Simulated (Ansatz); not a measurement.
**Ti3Ag: equation of state with PBEsol**

Ti3Ag:

```
Ag Ti
1.0
     4.09881    0.00000    0.00000
     0.00000    4.09881    0.00000
     0.00000    0.00000    4.09881
Ag Ti
1 3
Cartesian
  0.0000 0.0000 0.0000
  0.0000 2.0494 2.0494
  2.0494 0.0000 2.0494
  2.0494 2.0494 0.0000
```

The cell comes from a database or a generator and needn't be the stable form of this composition.

| Property | Result |
| --- | --- |
| Program | Ansatz 0.2.0 |
| Task | equation of state |
| Functional | PBEsol |
| Potentials or basis | all-electron LAPW, scalar-relativistic |
| Basis error allowed | 0.001 eV/atom |
| k mesh | 7 × 7 × 7 |
| Occupations | fermi-dirac, width 0.05 eV |
| Spin | no spin polarisation |

| Property | Result |
| --- | --- |
| Equilibrium volume | 16.44 Å³/atom |
| Bulk modulus | 126 GPa |
| Pressure derivative of the bulk modulus | 4.2 |

Energy against volume, from the lowest point:
| volume (Å³/atom) | energy (meV/atom) |
| --- | --- |
| 16.182 | 1.53 |
| 16.527 | 0.00 |
| 16.871 | 3.99 |
| 17.215 | 12.94 |
| 17.560 | 26.32 |
| 17.904 | 43.68 |
| 18.248 | 64.62 |

All runs of the series together: 61 s on 2 threads of Arm Neoverse V1, with other jobs on the host.
